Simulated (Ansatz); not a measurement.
# AlH4NO2: the cost of one run

Computed with Ansatz 0.2.0, Gaussian basis. Level: unrestricted cation, the program's frozen cores in correlated methods.

Plan: UKS PBE-D4/def2-TZVPP; UKS r2SCAN-D4/def2-TZVPP; UKS PBE0-D4/def2-TZVPP; UKS B3LYP-D4/def2-TZVPP; UKS wB97X-V/def2-TZVPP; UKS wB97M-V/def2-TZVPP; UKS B2PLYP/def2-TZVPP; UHF-CCSD(T)/def2-TZVPP; UHF-CCSD(T)/def2-QZVPP; extrapolation to the limit; then −ε(HOMO) from the neutral's earlier runs with LDA (SPW92), PBE-D4, revPBE-D4, BLYP-D4, r2SCAN-D4, B97M-V, PBE0-D4, B3LYP-D4, r2SCANh-D4, r2SCAN0-D4, HSE06-D4, BHLYP-D4, CAM-B3LYP-D4, LC-ωPBE, ωB97X-V, ωB97M-V.

### Step 1. The relaxed structure

The geometry comes from an earlier relaxation with PBE0-D4 in a triple-zeta def2 set; it is a stationary point, not always the lowest conformer.

8 atoms, charge 0, spin multiplicity 1.

Atoms are counted from 1 here; the program's logs count them from 0.

Bond lengths: N1–Al2 1.760 Å, N1–H5 1.005 Å, N1–H6 1.006 Å, Al2–O3 1.695 Å, Al2–O4 1.692 Å, O3–H7 0.954 Å, O4–H8 0.955 Å. Angles: Al2–N1–H5 126.0°, Al2–N1–H6 123.5°, H5–N1–H6 110.5°, N1–Al2–O3 123.6°, N1–Al2–O4 117.6°, O3–Al2–O4 118.8°, Al2–O3–H7 124.8°, Al2–O4–H8 122.2°.

### Step 2. Cation, UKS PBE-D4/def2-TZVPP

The input, in.yaml:

```yaml
crystal:
  periodic: [false, false, false]
  atoms:
    - {symbol: N, position_ang: [-0.453429, 1.370910, 0.159025]}
    - {symbol: Al, position_ang: [0.021873, -0.314298, -0.015219]}
    - {symbol: O, position_ang: [1.569448, -0.806071, -0.500936]}
    - {symbol: O, position_ang: [-1.140118, -1.496126, 0.324229]}
    - {symbol: H, position_ang: [0.132756, 2.170044, -0.009024]}
    - {symbol: H, position_ang: [-1.372578, 1.661963, 0.447701]}
    - {symbol: H, position_ang: [2.286991, -0.213761, -0.712702]}
    - {symbol: H, position_ang: [-0.952843, -2.429760, 0.251225]}
basis:
  gaussian: {orbitals: def2-TZVPP}
total_charge: 1
magnetization: {spin_polarized: true, initial_magnetization: 1}
hamiltonian: {xc: pbe, dispersion: d4}
```

Launch:

```sh
ansatz run in.yaml --threads 2 --pin off --events-out ev --progress --plain --max-ram 32768MiB --backend cpu
```

Q: Estimate wall time and peak memory on 2 threads of AMD EPYC 7R13, shared host.

About 15 s, with a peak of 0.47 GiB.
